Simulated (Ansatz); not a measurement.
# LaF2: the cost of one run

Method: DFT PBE, scalar-relativistic, plane waves, PAW, in Ansatz 0.2.0.

**1. The structure to begin with**

The structure is trigonal, space group R3m (No. 160). The conventional cell has a = 3.550 Å, b = 3.550 Å, c = 16.606 Å, α = 90.00°, β = 90.00°, γ = 120.00°. La (site symmetry 3m) has 3 F at 2.23 Å as nearest neighbours. F (site symmetry 3m) is surrounded by 1 F at 1.69 Å. F (site symmetry 3m) is surrounded by 1 F at 1.69 Å and 3 La at 2.23 Å.

As a file:

```cif
data_structure
_symmetry_space_group_name_H-M 'R3m:H'
_symmetry_Int_Tables_number 160
_cell_length_a 3.5496
_cell_length_b 3.5496
_cell_length_c 16.6060
_cell_angle_alpha 90.000
_cell_angle_beta 90.000
_cell_angle_gamma 120.000
_cell_volume 181.20
loop_
_atom_site_label
_atom_site_type_symbol
_atom_site_symmetry_multiplicity
_atom_site_Wyckoff_symbol
_atom_site_fract_x
_atom_site_fract_y
_atom_site_fract_z
_atom_site_occupancy
La1 La 3 a 0.66667 0.33333 0.17951 1
F1 F 3 a 0.00000 0.00000 0.33331 1
F2 F 3 a 0.00000 0.00000 0.23183 1
```

The cell is invented: random cell by space group and Wyckoff sites (R3m, No. 160). Its size is a rough estimate.

**2. Probe: one point on a coarse mesh**

input.yaml

```yaml
crystal:
  lattice:
    - [1.77479387, 1.02467772, 5.53534976]
    - [-1.77479387, 1.02467772, 5.53534976]
    - [0.0, -2.04935544, 5.53534976]
  atoms:
    - { symbol: La, position: [0.15382089, 0.15382089, 0.15382089] }
    - { symbol: F, position: [0.66668581, 0.66668581, 0.66668581] }
    - { symbol: F, position: [0.76816997, 0.76816997, 0.76816997] }
basis:
  ecutwfc: 420
kpoints:
  mp_grid: { grid: [6, 6, 6] }
hamiltonian:
  xc: pbe
scf:
  occupations: { method: gaussian, width: 0.1 }
  lower_state_search: "off"
output:
  forces: true
  stress: true
  eigenvalues: true
```

Launch:

```sh
> ansatz run input.yaml --threads 1 --pin off --max-ram 2560MiB --backend cpu --events-out ev --progress --plain --runs-dir out
```

Q: Estimate wall time and peak memory on 1 thread of Intel Xeon at 2.70GHz, shared host.

About 3.1 s, with a peak of 0.37 GiB.
